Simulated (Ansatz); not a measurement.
Runs of Ansatz 0.2.0 on MgC2. It takes space group P4_2/mnm (No. 136, tetragonal). The conventional cell has a = 3.951 Å, b = 3.951 Å, c = 4.987 Å, α = 90.00°, β = 90.00°, γ = 90.00°. Mg (site symmetry mmm) has 2 C at 2.17 Å as nearest neighbours. Around C (site symmetry m2m) lie 1 C at 1.26 Å. The cell comes from a database or a generator and needn't be the stable form of this composition.

```csv
level,cell,cutoff (eV),target pressure (GPa),gap on the mesh (eV),pressure (GPa)
r2SCAN,relaxed,500,-,2.98,0.0
LDA,relaxed to 30 GPa,420,30,1.28,30.0
LDA,relaxed to 20 GPa,420,20,(a),20.0
LDA,relaxed to 10 GPa,420,10,1.93,10.0
```

Alike in all rows: task relaxation of cell and atoms; potentials or basis Ansatz PAW; no spin polarisation; k mesh 5 × 5 × 5; smearing fermi-dirac 0.05 eV.

Fill in the values left out.

(a) 1.58.

Caveats: odd divisions of the mesh miss points on the zone boundary, where band edges often lie, so the gap on the mesh can be too wide; the plane-wave basis is chosen anew once the cell has moved, so the energies of steps on either side of that aren't comparable; the PAW data sets come from PBE, with cores solved anew for the run's functional, which leaves a small shift of forces and pressure.

A k mesh can miss the band edges.

Runs at the PBE level aren't shown here.
